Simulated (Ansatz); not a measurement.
## Yb, space group Im-3m: a convergence test of the plane-wave cutoff, step by step

Program: Ansatz 0.2.0, Python API.

The cells in order, each with its output:

In [1]:
```python
import ansatz as az
import pandas as pd
from pymatgen.core import Lattice, Structure
from pymatgen.io.ase import AseAtomsAdaptor

K_LENGTH = 29
OCCUPATIONS = "fermi_dirac"
FUNCTIONAL = "PBEsol"
```

In [2]:
```python
pmg_structure = Structure(
    Lattice([[-2.151483, 2.151483, 2.151483], [2.151483, -2.151483, 2.151483], [2.151483, 2.151483, -2.151483]]),
    ["Yb"],
    [
        [0.0, 0.0, 0.0],
    ],
)
xtal = az.Crystal.from_ase(AseAtomsAdaptor.get_atoms(pmg_structure))
```

In [3]:
```python
[site.symbol for site in xtal.resolved().sites]
```
Out [3]:
```text
['Yb']
```

In [4]:
```python
base = (
    xtal.calculation()
    .kpoints(length=K_LENGTH)
    .occupations(OCCUPATIONS)
    .functional(FUNCTIONAL)
)
```

In [5]:
```python
rows = []
for value in [300, 375, 450, 525]:
    summary = base.basis(value).run(threads=1, pin="off").report
    rows.append((value, summary["free_energy_ev"] / len(summary["lattice"]["sites"]), summary["n_iterations"], summary["n_pw"]))

table = pd.DataFrame(rows, columns=["cutoff (eV)", "F/atom (eV)", "iterations", "plane waves"])
table.round(5)
```
```text
DeckWarning: basis.ecutwfc = 300 eV is below the records' recommended 420 eV, and the density's cutoff is lower with it unless basis.ecutrho_ratio is high enough to keep the records' density cutoff: compare with a run at a higher cutoff
DeckWarning: basis.ecutwfc = 375 eV is below the records' recommended 420 eV, and the density's cutoff is lower with it unless basis.ecutrho_ratio is high enough to keep the records' density cutoff: compare with a run at a higher cutoff
```
Out [5]:
```text
   cutoff (eV)  F/atom (eV)  iterations  plane waves
0          300 -13676.39309           6          459
1          375 -13676.45202           7          675
2          450 -13676.45494          10          887
3          525 -13676.45561           6         1061
```

In [6]:
```python
# differences from the last row
for row in rows[:-1]:
    shift = 1000 * (row[1] - rows[-1][1])
    print(f"{row[0]}: {shift:+.2f} meV/atom" + ("  (within 1 meV)" if abs(shift) < 1 else ""))
```
```text
300: +62.52 meV/atom
375: +3.59 meV/atom
450: +0.66 meV/atom  (within 1 meV)
```

From 450 eV on it stays within 1 meV an atom of the value at 525 eV; the first row (300 eV) is off by 62.5 meV and the last but one by 0.66 meV. The energy falls steadily, as expected when plane waves are added.

Notes:
- Semilocal functionals put the nearly full 4f shell of Yb too close to the Fermi level.
- For a metal this k-point mesh is coarse: on a finer one energies can move by several to tens of meV an atom and pressures by half a GPa or more, differences at one mesh by less.
- This isn't the structure that Yb takes at ambient conditions.
- Warnings are shown shortened and without file and line.
- Shifts are counted from the last row, which is itself no proven limit.
- Processor time in the engine: 4.4 s on 1 thread of Intel(R) Xeon(R) Processor @ 2.30GHz, on a shared host, peak memory 0.61 GiB.
